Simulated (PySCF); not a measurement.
# C5H7Se: the cost of one run

The runs use PySCF 2.14.0, with density-fitted response routines of our own; the level of theory stands in each step. All values are computed, except where a source is named. Atoms are numbered from 0 throughout.

**1. The molecule as given**

13 atoms, charge -1, multiplicity 1; geometry from: GFN2-xTB.

Bonds of the start (Å): C0–C1 1.32, C1–C2 1.51, C2–C3 1.54, C3–C4 1.54, C4–Se5 1.96, C4–C1 1.50, C0–H6 1.08, C0–H7 1.08, C2–H8 1.09, C2–H9 1.09, C3–H10 1.09, C3–H11 1.09, C4–H12 1.09.

**2. TDDFT and polarisability: CAM-B3LYP/def2-SVPD**

The job: settings as JSON, then the geometry in Å.

```
{"job": {"kind": "uv", "xc": "CAM-B3LYP", "basis": "def2-SVPD", "nstates": 8, "ntriplets": 3}, "charge": -1, "multiplicity": 1}
C      1.927306    -0.487279    -0.008150
C      0.645761    -0.190693     0.062983
C     -0.609153    -1.022509     0.123322
C     -1.430880     0.271282     0.006198
C     -0.130662     1.087360     0.072507
Se     0.197374     2.348169    -1.395346
H      2.278266    -1.509474    -0.021732
H      2.670889     0.287654    -0.087348
H     -0.737278    -1.553119     1.071082
H     -0.730151    -1.733046    -0.696699
H     -1.939504     0.377562    -0.949340
H     -2.139959     0.457108     0.815012
H     -0.006399     1.667472     0.989784
```

Method: TDDFT CAM-B3LYP/def2-SVPD, vertical, gas phase, core orbitals frozen in the response.

Run with:

```bash
> OMP_NUM_THREADS=1 python probes_run.py task.json out
```

This one command runs all jobs of the session in turn.

**Question.** How long does this job take on 1 thread of Arm Neoverse V1, shared host, and how much memory does it need?

About 35 s, with a peak of 0.87 GiB.
